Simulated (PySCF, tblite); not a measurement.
# C3H8ClGa: dynamics, then NMR shifts on frames

Aim: move C3H8ClGa (`C[CH](C)[GaH][Cl]`) away from its starting geometry and see how NMR shifts follow the geometry.

Programs: tblite 0.8.0 and PySCF 2.14.0, with density-fitted response routines of our own. Each step states its level of theory. These are calculated values for one molecule in the gas phase, unless marked as measured. Atoms are numbered from 0 throughout.

### 1 The starting structure

13 atoms, charge 0, multiplicity 1; geometry from: GFN2-xTB.

Bonds of the start (Å): C0–C1 1.53, C1–C2 1.53, C1–Ga3 2.08, Ga3–Cl4 2.09, C0–H5 1.09, C0–H6 1.09, C0–H7 1.09, C1–H8 1.10, C2–H9 1.09, C2–H10 1.09, C2–H11 1.09, Ga3–H12 1.60.

### 2 Dynamics with GFN2-xTB

The job: settings as JSON, then the geometry in Å.

```
{"job": {"kind": "md", "xc": "GFN2-xTB", "basis": "xTB", "temperature": 400, "steps": 2000, "every": 50, "frames": 5}, "charge": 0, "multiplicity": 1}
C      0.226876    -1.154958    -0.874315
C     -0.136545     0.259645    -0.429827
C     -1.422918     0.265757     0.402314
Ga     1.432653     1.038792     0.694636
Cl     2.831889    -0.162980     1.684899
H      0.472300    -1.775351    -0.008229
H     -0.603509    -1.625147    -1.402504
H      1.094038    -1.139207    -1.538434
H     -0.295487     0.888759    -1.314496
H     -2.257761    -0.118338    -0.186091
H     -1.310370    -0.363079     1.287699
H     -1.668557     1.278921     0.727721
H      1.633002     2.607671     0.938899
```

With the program's defaults for keys left out, this is: GFN2-xTB Langevin dynamics, gas phase.

Run with:

```bash
$ OMP_NUM_THREADS=1 python probes_run.py task.json out
```

The driver reads the jobs from task.json and runs them one after another.

Standard output:

```text
t/fs     T/K      E/eV
    0.0   333.4   -443.31648
   25.0   140.6   -443.02790
   50.0   245.5   -443.03719
   75.0   245.0   -443.03366
  100.0   273.9   -442.97415
  125.0   242.9   -442.68698
  150.0   363.9   -442.80970
  175.0   320.8   -442.82809
  200.0   386.6   -442.77753
  225.0   343.5   -442.84320
  250.0   339.2   -442.87867
  275.0   357.1   -442.85639
  300.0   503.0   -442.92042
  325.0   441.9   -442.76674
  350.0   472.5   -442.67266
  375.0   431.4   -442.47992
  400.0   494.7   -442.71487
  425.0   437.9   -442.77569
  450.0   498.4   -442.78133
  475.0   382.5   -442.58791
  500.0   322.6   -442.61805
  525.0   390.1   -442.70753
  550.0   362.8   -442.60640
  575.0   448.4   -442.83580
  600.0   294.7   -442.74833
  625.0   371.2   -442.62546
  650.0   396.2   -442.70220
  675.0   264.2   -442.41940
  700.0   326.6   -442.56620
  725.0   426.2   -442.79188
  750.0   462.3   -442.94744
  775.0   284.6   -442.50233
  800.0   514.7   -442.76675
  825.0   518.0   -442.51537
  850.0   657.0   -442.65888
  875.0   584.2   -442.67483
  900.0   454.0   -442.54890
  925.0   549.2   -442.55081
  950.0   529.2   -442.69130
  975.0   445.4   -442.67810
 1000.0   440.1   -442.74182
```

Wall time 8 s (1 thread of Arm Neoverse V2, shared host); peak memory 0.18 GiB.

Distance from the start (root mean square after alignment): 0 fs 0.00 Å, 200 fs 0.57 Å, 400 fs 0.50 Å, 600 fs 0.89 Å, 800 fs 0.93 Å, 1000 fs 0.43 Å.

Positions (Å) and forces (eV/Å) at 1000 fs:

```xyz
13

C    -1.738   -1.426    0.251   -0.157   -0.924   -0.268
C    -1.280   -0.008    0.321   -0.039    1.108    1.946
C    -2.203    0.916    1.173    0.102    1.435   -0.699
Ga    0.362    0.246    1.603   -0.650    0.271   -1.202
Cl    1.937   -0.944    1.974    0.949   -0.840    0.409
H    -1.972   -1.824    1.262    0.349    0.123   -0.525
H    -2.643   -1.530   -0.343   -0.193    0.012   -0.104
H    -0.961   -2.041   -0.251   -0.342    0.125    0.474
H    -1.113    0.492   -0.616   -0.098   -0.147   -0.691
H    -3.256    0.981    0.958   -0.459   -0.075   -1.274
H    -2.288    0.608    2.183    0.658   -0.420    1.378
H    -1.817    1.995    1.137   -0.286   -1.313    0.128
H     0.600    1.758    1.766    0.166    0.644    0.428
```

### 3 Nuclear shieldings: 250 fs, PBE0/pcSseg-1

The job: settings as JSON, then the geometry in Å.

```
{"job": {"kind": "nmr", "xc": "PBE0", "basis": "pcSseg-1", "pop": false}, "charge": 0, "multiplicity": 1}
C     -0.335700    -1.292600    -0.421600
C     -0.396000     0.232500    -0.270200
C     -1.790000     0.656600     0.252300
Ga     0.999000     0.844800     1.112900
Cl     2.828900     0.143700     1.703800
H     -0.730700    -1.769200     0.500800
H     -0.794600    -1.698900    -1.355300
H      0.697900    -1.565600    -0.500300
H     -0.208900     0.645500    -1.280300
H     -2.624400     0.055100    -0.218300
H     -1.979200     0.375300     1.334200
H     -1.855500     1.773800     0.125100
H      0.658000     2.484500     1.527200
```

With the program's defaults for keys left out, this is: GIAO PBE0/pcSseg-1 NMR shielding, non-relativistic, gas phase.

Standard output:

```text
coarse grid: 49048 points
cycle   1  E = -2503.3040446139  dE = -3.818e-01  |g| = 1.038e+00  |ddm| = 3.184e+00
cycle   2  E = -2503.2161877113  dE =  8.786e-02  |g| = 1.278e+00  |ddm| = 1.409e+00
cycle   3  E = -2503.4156635472  dE = -1.995e-01  |g| = 8.299e-02  |ddm| = 9.196e-01
cycle   4  E = -2503.4167150039  dE = -1.051e-03  |g| = 3.789e-02  |ddm| = 1.098e-01
cycle   5  E = -2503.4170660167  dE = -3.510e-04  |g| = 7.011e-03  |ddm| = 3.876e-02
cycle   6  E = -2503.4170784418  dE = -1.243e-05  |g| = 1.708e-03  |ddm| = 8.555e-03
cycle   7  E = -2503.4170792132  dE = -7.715e-07  |g| = 5.405e-04  |ddm| = 2.117e-03
final grid: 101640 points
cycle   8  E = -2503.4170255200  dE = -1.319e-08  |g| = 6.517e-04  |ddm| = 1.591e-03
cycle   9  E = -2503.4170254664  dE =  5.359e-08  |g| = 8.165e-04  |ddm| = 1.291e-03
cycle  10  E = -2503.4170256215  dE = -1.551e-07  |g| = 6.657e-05  |ddm| = 7.178e-04
cycle  11  E = -2503.4170256224  dE = -9.177e-10  |g| = 9.625e-06  |ddm| = 6.047e-05
converged SCF energy = -2503.4170256224

GIAO shielding tensors (ppm)
atom      isotropic    diamagn.    paramagn.     s11        s22        s33       span
  0 C      163.240     248.750     -85.509    151.606    155.034    183.081     31.475
  1 C      147.031     250.292    -103.262    126.907    146.244    167.941     41.034
  2 C      156.276     246.864     -90.588    138.255    147.846    182.728     44.473
  3 Ga    1238.042    2638.476   -1400.434   1127.683   1251.442   1335.000    207.317
  4 Cl     861.885    1149.082    -287.197    607.998    895.391   1082.267    474.269
  5 H       30.188      30.517      -0.329     27.057     28.247     35.261      8.205
  6 H       29.469      29.383       0.085     25.437     26.495     36.474     11.037
  7 H       30.109      31.741      -1.632     23.733     31.341     35.252     11.519
  8 H       29.622      31.823      -2.201     26.281     28.140     34.445      8.164
  9 H       29.115      28.177       0.937     25.521     27.026     34.796      9.275
 10 H       29.385      29.236       0.150     25.264     28.768     34.124      8.860
 11 H       28.456      28.114       0.342     24.029     25.988     35.352     11.323
 12 H       24.257      25.864      -1.607     18.842     20.607     33.323     14.481
```

Run time: 12 s. Hardware: 1 thread of Arm Neoverse V2, shared host; peak memory 0.83 GiB.

Shifts follow as δ = σ(reference) − σ, with reference shieldings (ppm) from runs at the same level and on the same kind of geometry: 1H TMS 31.72, 13C TMS 186.9, 35Cl HCl 950. The references are single molecules in the gas phase. Each atom is listed at this fixed geometry, with no averaging over motion; a spectrum would average atoms that exchange fast.

```csv
atoms,environment,σ (ppm),δ (ppm)
C1,sp3 CH bonded to Ga,147.0,39.9
C2,methyl carbon,156.3,30.6
C0,methyl carbon,163.2,23.7
H12,"hydrogen on a Ga bonded to C, Cl",24.26,7.46
H11,hydrogen on a methyl carbon,28.46,3.26
H9,hydrogen on a methyl carbon,29.11,2.60
H10,hydrogen on a methyl carbon,29.39,2.33
H6,hydrogen on a methyl carbon,29.47,2.25
H8,hydrogen on an sp3 CH bonded to Ga,29.62,2.09
H7,hydrogen on a methyl carbon,30.11,1.61
H5,hydrogen on a methyl carbon,30.19,1.53
Ga3,"Ga bonded to C, Cl, H",1238,–
Cl4,chlorine bonded to Ga,862,88
```

### 4 NMR shieldings: 425 fs, PBE0/pcSseg-1

The job: settings as JSON, then the geometry in Å.

```
{"job": {"kind": "nmr", "xc": "PBE0", "basis": "pcSseg-1", "pop": false}, "charge": 0, "multiplicity": 1}
C     -0.960000    -1.426000     0.607900
C     -0.596800    -0.058100     0.239500
C     -1.901800     0.739800     0.040800
Ga     0.825600     0.763100     1.476300
Cl     2.390300    -0.459800     2.092000
H     -1.429100    -1.366200     1.555900
H     -1.692400    -1.751100    -0.122100
H     -0.080800    -1.995200     0.690400
H     -0.015300    -0.025300    -0.688500
H     -2.372900     0.056900    -0.630200
H     -2.405900     0.799100     1.040100
H     -1.756200     1.684300    -0.392000
H      0.887200     2.203700     2.144300
```

With the program's defaults for keys left out, this is: GIAO PBE0/pcSseg-1 NMR shielding, non-relativistic, gas phase.

Standard output:

```text
coarse grid: 49048 points
cycle   1  E = -2503.3017005706  dE = -1.463e-01  |g| = 1.057e+00  |ddm| = 3.212e+00
cycle   2  E = -2503.2030318412  dE =  9.867e-02  |g| = 1.310e+00  |ddm| = 1.449e+00
cycle   3  E = -2503.4234128998  dE = -2.204e-01  |g| = 9.094e-02  |ddm| = 9.480e-01
cycle   4  E = -2503.4247313661  dE = -1.318e-03  |g| = 4.144e-02  |ddm| = 1.143e-01
cycle   5  E = -2503.4251378692  dE = -4.065e-04  |g| = 7.467e-03  |ddm| = 3.994e-02
cycle   6  E = -2503.4251511965  dE = -1.333e-05  |g| = 1.974e-03  |ddm| = 9.176e-03
cycle   7  E = -2503.4251521809  dE = -9.844e-07  |g| = 5.292e-04  |ddm| = 2.189e-03
final grid: 101640 points
cycle   8  E = -2503.4251057955  dE = -6.929e-08  |g| = 6.044e-04  |ddm| = 1.716e-03
cycle   9  E = -2503.4251057601  dE =  3.538e-08  |g| = 7.116e-04  |ddm| = 1.168e-03
cycle  10  E = -2503.4251058806  dE = -1.205e-07  |g| = 6.796e-05  |ddm| = 6.500e-04
cycle  11  E = -2503.4251058818  dE = -1.141e-09  |g| = 1.080e-05  |ddm| = 6.842e-05
cycle  12  E = -2503.4251058818  dE = -3.729e-11  |g| = 2.916e-06  |ddm| = 1.216e-05
converged SCF energy = -2503.4251058818

GIAO shielding tensors (ppm)
atom      isotropic    diamagn.    paramagn.     s11        s22        s33       span
  0 C      168.160     248.305     -80.145    148.142    170.412    185.926     37.784
  1 C      151.769     254.416    -102.648    141.345    147.172    166.789     25.445
  2 C      160.322     248.429     -88.108    143.044    155.791    182.131     39.086
  3 Ga    1197.389    2638.694   -1441.305   1018.989   1227.069   1346.108    327.119
  4 Cl     842.649    1149.439    -306.790    565.004    876.961   1085.982    520.977
  5 H       31.289      31.568      -0.279     27.455     29.922     36.491      9.036
  6 H       30.713      30.629       0.085     26.455     28.318     37.366     10.911
  7 H       30.298      31.380      -1.082     23.976     30.889     36.030     12.054
  8 H       30.875      34.552      -3.678     27.499     29.892     35.232      7.733
  9 H       30.594      30.977      -0.383     26.152     29.082     36.549     10.397
 10 H       29.554      29.427       0.127     25.844     27.875     34.943      9.099
 11 H       30.661      31.241      -0.580     26.167     28.365     37.450     11.283
 12 H       24.986      27.141      -2.154     18.913     20.037     36.009     17.096
```

It took 12 s on 1 thread of Arm Neoverse V2, shared host; peak memory 0.86 GiB.

In short: σ C1 151.8, C2 160.3, C0 168.2, Ga3 1197, H12 24.99, H10 29.55 ppm.

### 5 Nuclear shieldings: 625 fs, PBE0/pcSseg-1

The job: settings as JSON, then the geometry in Å.

```
{"job": {"kind": "nmr", "xc": "PBE0", "basis": "pcSseg-1", "pop": false}, "charge": 0, "multiplicity": 1}
C     -1.612500    -1.502600     1.019800
C     -0.811400    -0.302700     0.420300
C     -1.702300     0.653600    -0.483300
Ga     0.692100     0.644200     1.597600
Cl     2.366300    -0.319600     2.027400
H     -2.520300    -1.066100     1.461400
H     -1.839700    -2.208500     0.199700
H     -1.124800    -2.143800     1.840400
H     -0.062100    -0.717900    -0.320400
H     -1.570900     0.327500    -1.507400
H     -2.741200     0.647800    -0.163000
H     -1.346100     1.676200    -0.245100
H      0.762200     2.380200     1.424900
```

Method: GIAO PBE0/pcSseg-1 NMR shielding, non-relativistic, gas phase.

Standard output:

```text
coarse grid: 49048 points
cycle   1  E = -2503.2913339782  dE = -4.078e-01  |g| = 1.031e+00  |ddm| = 3.184e+00
cycle   2  E = -2503.1952161037  dE =  9.612e-02  |g| = 1.280e+00  |ddm| = 1.410e+00
cycle   3  E = -2503.3989681388  dE = -2.038e-01  |g| = 1.035e-01  |ddm| = 9.537e-01
cycle   4  E = -2503.4006665388  dE = -1.698e-03  |g| = 5.723e-02  |ddm| = 1.502e-01
cycle   5  E = -2503.4014962319  dE = -8.297e-04  |g| = 7.535e-03  |ddm| = 5.800e-02
cycle   6  E = -2503.4015110797  dE = -1.485e-05  |g| = 1.724e-03  |ddm| = 1.003e-02
cycle   7  E = -2503.4015118456  dE = -7.659e-07  |g| = 5.505e-04  |ddm| = 1.988e-03
final grid: 101640 points
cycle   8  E = -2503.4015007975  dE = -2.174e-08  |g| = 6.182e-04  |ddm| = 1.509e-03
cycle   9  E = -2503.4015007580  dE =  3.945e-08  |g| = 7.357e-04  |ddm| = 1.151e-03
cycle  10  E = -2503.4015008887  dE = -1.307e-07  |g| = 6.316e-05  |ddm| = 6.482e-04
cycle  11  E = -2503.4015008897  dE = -9.904e-10  |g| = 1.124e-05  |ddm| = 6.528e-05
converged SCF energy = -2503.4015008897

GIAO shielding tensors (ppm)
atom      isotropic    diamagn.    paramagn.     s11        s22        s33       span
  0 C      157.732     243.421     -85.689    134.052    160.144    178.999     44.947
  1 C      136.781     254.583    -117.802    121.647    127.395    161.302     39.655
  2 C      163.059     248.314     -85.255    139.687    161.730    187.759     48.072
  3 Ga    1218.501    2640.668   -1422.166   1098.766   1234.852   1321.886    223.120
  4 Cl     839.933    1149.973    -310.040    604.534    867.347   1047.918    443.384
  5 H       29.994      28.571       1.423     26.049     28.479     35.455      9.407
  6 H       29.219      28.385       0.834     24.920     26.749     35.988     11.068
  7 H       28.629      27.420       1.209     23.681     28.054     34.153     10.472
  8 H       29.539      34.394      -4.855     26.131     30.325     32.161      6.029
  9 H       29.647      30.554      -0.907     24.292     28.111     36.538     12.246
 10 H       30.713      30.451       0.262     27.033     28.940     36.167      9.135
 11 H       28.925      30.490      -1.565     23.762     29.043     33.970     10.208
 12 H       23.935      26.008      -2.074     19.284     19.892     32.628     13.345
```

Run time: 12 s. Hardware: 1 thread of Arm Neoverse V2, shared host; peak memory 0.86 GiB.

Key values: σ C1 136.8, C0 157.7, C2 163.1, Ga3 1219, H12 23.93, H7 28.63 ppm.

### 6 Shielding tensors: 800 fs, PBE0/pcSseg-1

The job: settings as JSON, then the geometry in Å.

```
{"job": {"kind": "nmr", "xc": "PBE0", "basis": "pcSseg-1", "pop": false}, "charge": 0, "multiplicity": 1}
C     -1.642600    -1.466600     0.569400
C     -1.010000    -0.006500     0.426800
C     -1.928600     1.102700     0.082100
Ga     0.408600     0.565100     1.747600
Cl     2.352100    -0.328300     1.705300
H     -2.391100    -1.540100     1.433100
H     -2.173200    -1.645600    -0.373900
H     -0.848200    -2.141000     0.731700
H     -0.284500    -0.317000    -0.340700
H     -2.745200     0.759800    -0.575300
H     -2.285200     1.619400     0.950000
H     -1.364100     1.871300    -0.466400
H      0.447400     1.992800     2.720900
```

Method: GIAO PBE0/pcSseg-1 NMR shielding, non-relativistic, gas phase.

Standard output:

```text
coarse grid: 49048 points
cycle   1  E = -2503.3075225514  dE = -3.747e-01  |g| = 1.039e+00  |ddm| = 3.174e+00
cycle   2  E = -2503.2127866497  dE =  9.474e-02  |g| = 1.287e+00  |ddm| = 1.429e+00
cycle   3  E = -2503.4219986301  dE = -2.092e-01  |g| = 8.568e-02  |ddm| = 9.402e-01
cycle   4  E = -2503.4231891423  dE = -1.191e-03  |g| = 3.726e-02  |ddm| = 1.096e-01
cycle   5  E = -2503.4235263573  dE = -3.372e-04  |g| = 7.954e-03  |ddm| = 3.772e-02
cycle   6  E = -2503.4235417676  dE = -1.541e-05  |g| = 2.018e-03  |ddm| = 9.455e-03
cycle   7  E = -2503.4235428608  dE = -1.093e-06  |g| = 5.292e-04  |ddm| = 2.345e-03
final grid: 101640 points
cycle   8  E = -2503.4235509862  dE = -1.665e-08  |g| = 6.150e-04  |ddm| = 1.513e-03
cycle   9  E = -2503.4235509313  dE =  5.486e-08  |g| = 7.636e-04  |ddm| = 1.302e-03
cycle  10  E = -2503.4235510793  dE = -1.480e-07  |g| = 8.163e-05  |ddm| = 7.484e-04
cycle  11  E = -2503.4235510810  dE = -1.670e-09  |g| = 8.941e-06  |ddm| = 7.769e-05
cycle  12  E = -2503.4235510810  dE = -2.001e-11  |g| = 2.348e-06  |ddm| = 1.040e-05
converged SCF energy = -2503.4235510810

GIAO shielding tensors (ppm)
atom      isotropic    diamagn.    paramagn.     s11        s22        s33       span
  0 C      158.530     245.395     -86.865    142.066    153.664    179.861     37.796
  1 C      150.929     257.182    -106.253    120.220    155.265    177.301     57.081
  2 C      170.791     246.325     -75.534    154.524    167.064    190.785     36.261
  3 Ga    1260.008    2638.832   -1378.824   1063.302   1274.687   1442.035    378.733
  4 Cl     821.101    1149.666    -328.566    555.969    901.940   1005.393    449.424
  5 H       29.017      27.377       1.640     25.212     26.842     34.997      9.785
  6 H       30.023      29.485       0.538     26.012     27.703     36.355     10.343
  7 H       30.406      30.901      -0.496     24.961     30.325     35.932     10.971
  8 H       29.555      36.446      -6.891     26.960     29.420     32.285      5.324
  9 H       30.064      28.905       1.160     25.333     27.738     37.123     11.790
 10 H       30.280      29.524       0.757     25.253     29.198     36.390     11.137
 11 H       29.821      30.143      -0.321     24.886     27.977     36.601     11.715
 12 H       23.912      25.398      -1.486     18.805     19.868     33.063     14.258
```

It took 12 s on 1 thread of Arm Neoverse V2, shared host; peak memory 0.81 GiB.

In short: σ C1 150.9, C0 158.5, C2 170.8, Ga3 1260, H12 23.91, H5 29.02 ppm.

### 7 NMR shieldings: 1000 fs, PBE0/pcSseg-1

The job: settings as JSON, then the geometry in Å.

```
{"job": {"kind": "nmr", "xc": "PBE0", "basis": "pcSseg-1", "pop": false}, "charge": 0, "multiplicity": 1}
C     -1.737600    -1.426300     0.251100
C     -1.280200    -0.008000     0.321100
C     -2.202700     0.916100     1.172600
Ga     0.362000     0.246500     1.603400
Cl     1.936600    -0.943900     1.974300
H     -1.971900    -1.824200     1.262400
H     -2.643300    -1.530400    -0.343300
H     -0.960700    -2.041400    -0.250800
H     -1.112500     0.491700    -0.615700
H     -3.255700     0.981200     0.958100
H     -2.287700     0.608300     2.183400
H     -1.816500     1.995400     1.137200
H      0.600200     1.757600     1.765700
```

Method: GIAO PBE0/pcSseg-1 NMR shielding, non-relativistic, gas phase.

Standard output:

```text
coarse grid: 49048 points
cycle   1  E = -2503.2948762828  dE = -2.031e-01  |g| = 1.046e+00  |ddm| = 3.236e+00
cycle   2  E = -2503.2001994825  dE =  9.468e-02  |g| = 1.296e+00  |ddm| = 1.449e+00
cycle   3  E = -2503.4095780560  dE = -2.094e-01  |g| = 9.411e-02  |ddm| = 9.594e-01
cycle   4  E = -2503.4109797474  dE = -1.402e-03  |g| = 4.562e-02  |ddm| = 1.320e-01
cycle   5  E = -2503.4114837149  dE = -5.040e-04  |g| = 6.972e-03  |ddm| = 4.702e-02
cycle   6  E = -2503.4114957734  dE = -1.206e-05  |g| = 1.932e-03  |ddm| = 9.179e-03
cycle   7  E = -2503.4114967061  dE = -9.327e-07  |g| = 5.580e-04  |ddm| = 2.193e-03
final grid: 101640 points
cycle   8  E = -2503.4114976054  dE = -2.606e-08  |g| = 6.532e-04  |ddm| = 1.690e-03
cycle   9  E = -2503.4114975556  dE =  4.982e-08  |g| = 7.955e-04  |ddm| = 1.239e-03
cycle  10  E = -2503.4114977068  dE = -1.513e-07  |g| = 6.287e-05  |ddm| = 6.990e-04
cycle  11  E = -2503.4114977078  dE = -9.995e-10  |g| = 9.864e-06  |ddm| = 6.648e-05
converged SCF energy = -2503.4114977078

GIAO shielding tensors (ppm)
atom      isotropic    diamagn.    paramagn.     s11        s22        s33       span
  0 C      165.133     244.824     -79.690    157.121    157.568    180.711     23.590
  1 C      154.820     246.449     -91.629    126.686    158.615    179.159     52.473
  2 C      164.368     245.216     -80.848    150.354    157.646    185.104     34.750
  3 Ga    1178.757    2641.056   -1462.299   1080.753   1218.266   1237.251    156.498
  4 Cl     849.171    1149.853    -300.682    598.637    855.662   1093.213    494.576
  5 H       30.056      29.039       1.017     26.297     28.764     35.108      8.811
  6 H       30.155      28.432       1.723     25.466     27.425     37.575     12.109
  7 H       29.071      29.202      -0.132     23.845     28.384     34.983     11.138
  8 H       30.596      32.446      -1.850     26.568     29.298     35.921      9.353
  9 H       30.438      28.665       1.773     26.922     27.322     37.071     10.149
 10 H       31.557      30.709       0.847     26.603     31.048     37.019     10.417
 11 H       28.542      27.937       0.605     23.787     26.767     35.070     11.283
 12 H       25.649      29.482      -3.832     19.187     20.801     36.959     17.772
```

It took 12 s on 1 thread of Arm Neoverse V2, shared host; peak memory 0.77 GiB.

This run: σ C1 154.8, C2 164.4, C0 165.1, Ga3 1179, H12 25.65, H11 28.54 ppm.

### 8 Run by run: NMR shifts

Shifts (ppm) of some atoms, chosen among heavy atoms and hydrogens apart, with basis size and wall time:

```csv
frame,C1,C2,C0,H11,H10,H5,Cl4,functions,time
250 fs,39.9,30.6,23.7,3.26,2.33,1.53,88,156,12 s
425 fs,35.2,26.6,18.8,1.06,2.16,0.43,107,156,12 s
625 fs,50.1,23.9,29.2,2.79,1.00,1.72,110,156,12 s
800 fs,36.0,16.1,28.4,1.90,1.44,2.70,129,156,12 s
1000 fs,32.1,22.6,21.8,3.18,0.16,1.66,101,156,12 s
```

### 9 Results

| quantity | value |
| --- | --- |
| thermostat | 400 K |
| mean temperature, second half | 431 K |
| mean potential energy above the minimum | 0.65 eV |
| 13C shifts against TMS (PBE0/pcSseg-1, 250 fs) | 39.9, 30.6, 23.7 ppm |
| 1H shifts against TMS (PBE0/pcSseg-1, 250 fs) | 7.46, 3.26, 2.60, 2.33, 2.25, 2.09, 1.61, 1.53 ppm |
| 35Cl shifts against HCl (PBE0/pcSseg-1, 250 fs) | 88 ppm |
| shieldings of Ga (PBE0/pcSseg-1, 250 fs) | Ga3 1238.0 ppm |
| range of the shift of Cl4 | 88 to 129 ppm |

**Reading.** In the second half the potential energy averages 0.65 eV above the minimum; equipartition over 33 harmonic modes at 400 K would give 0.57 eV. With 13 atoms the temperature swings widely (141 to 657 K). Shifts at one fixed geometry are not the observed spectrum, which averages over the motion. In the first frame run (250 fs): The largest span, 474 ppm, is at Cl4, where the paramagnetic term is -287 ppm. Among the atoms with a shift in every run: In ppm, Cl4 moves most: its shift spreads over 41 ppm, from 88 (250 fs) to 129 (800 fs). Spin-orbit coupling is left out, which matters for shieldings and couplings at and beside the heavy atoms.
